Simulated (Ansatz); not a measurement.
**C₃H₃NSi: a ladder of functionals and wavefunction methods**

One table from this session's results is given with a row withheld; the runs are named, their logs left out.

The runs use Ansatz 0.2.0, Gaussian basis; functionals in def2-TZVPP, the program's frozen cores in correlated methods.

Plan: LDA (SPW92), PBE-D4, revPBE-D4, BLYP-D4, r2SCAN-D4, B97M-V, PBE0-D4, B3LYP-D4, r2SCANh-D4, r2SCAN0-D4, HSE06-D4, BHLYP-D4, CAM-B3LYP-D4, LC-ωPBE, ωB97X-V, ωB97M-V, B2PLYP, PBE-QIDH; CCSD(T)/def2-SVP; CCSD(T)/def2-TZVPP; MP2/def2-QZVPP; extrapolation to the limit; RPA on PBE.

### The geometry

An earlier PBE0-D4 in a triple-zeta def2 set relaxation fixed the geometry.

SMILES `C#C[SiH2]C#N`, 8 atoms, charge 0, spin multiplicity 1.

Atoms are counted from 1 here; the program's logs count them from 0.

Bond lengths: C1–C2 1.205 Å, C1–H6 1.067 Å, C2–Si3 1.811 Å, Si3–C4 1.849 Å, Si3–H7 1.478 Å, Si3–H8 1.478 Å, C4–N5 1.151 Å. Angles: C2–C1–H6 179.8°, C1–C2–Si3 179.4°, C2–Si3–C4 108.3°, C2–Si3–H7 111.1°, C2–Si3–H8 111.1°, C4–Si3–H7 107.3°, C4–Si3–H8 107.3°, H7–Si3–H8 111.5°, Si3–C4–N5 179.1°.

The first run:

File in.yaml:

```yaml
crystal:
  periodic: [false, false, false]
  atoms:
    - {symbol: C, position_ang: [0.603334, 0.178255, 2.174257]}
    - {symbol: C, position_ang: [0.441189, -0.068810, 1.006200]}
    - {symbol: Si, position_ang: [0.211834, -0.454153, -0.748155]}
    - {symbol: C, position_ang: [-1.143976, 0.617035, -1.406263]}
    - {symbol: N, position_ang: [-1.986968, 1.276134, -1.831467]}
    - {symbol: H, position_ang: [0.744657, 0.399189, 3.208058]}
    - {symbol: H, position_ang: [1.430828, -0.146391, -1.524339]}
    - {symbol: H, position_ang: [-0.208696, -1.858357, -0.933992]}
basis:
  gaussian: {orbitals: def2-TZVPP}
hamiltonian: {xc: lda}
output: {orbitals: {seedname: orbitals}}
```

Started as:

```bash
$ ansatz run in.yaml --threads 2 --pin off --events-out ev --progress --plain --max-ram 4352MiB
```

Among the steps run: LDA; PBE-D4 (GGA); revPBE-D4 (GGA); BLYP-D4 (GGA); r2SCAN-D4 (meta-GGA); B97M-V (meta-GGA); PBE0-D4 (hybrid); B3LYP-D4 (hybrid); r2SCANh-D4 (hybrid); r2SCAN0-D4 (hybrid); HSE06-D4 (hybrid); BHLYP-D4 (hybrid); CAM-B3LYP-D4 (range-separated); LC-ωPBE (range-separated); ωB97X-V (range-separated); ωB97M-V (range-separated); B2PLYP (double hybrid); PBE-QIDH (double hybrid).

One table of the session follows, with a row left open; its other results are not shown here.

It belongs to the step «Orbital energies across the functionals». 

| functional | HOMO (eV) | gap (eV) |
| --- | --- | --- |
| LDA (SPW92) | -7.85 | 5.64 |
| PBE-D4 | -7.69 | 5.71 |
| revPBE-D4 | -7.63 | 5.74 |
| BLYP-D4 | -7.52 | 5.70 |
| r2SCAN-D4 | -7.94 | 6.16 |
| B97M-V | -7.94 | 6.20 |
| PBE0-D4 | -8.92 | 7.89 |
| B3LYP-D4 | -8.67 | 7.44 |
| r2SCANh-D4 | -8.40 | 6.97 |
| r2SCAN0-D4 | -9.09 | 8.18 |
| HSE06-D4 | -8.51 | 7.10 |
| BHLYP-D4 | -9.98 | 10.03 |
| CAM-B3LYP-D4 | -10.27 | 10.40 |
| LC-ωPBE | ? | ? |
| ωB97X-V | -11.30 | 12.49 |
| ωB97M-V | -11.16 | 12.21 |

Estimate the missing values for LC-ωPBE.

The run gave: HOMO (eV): -11.72; gap (eV): 12.99. In the column «HOMO (eV)» it is the lowest.
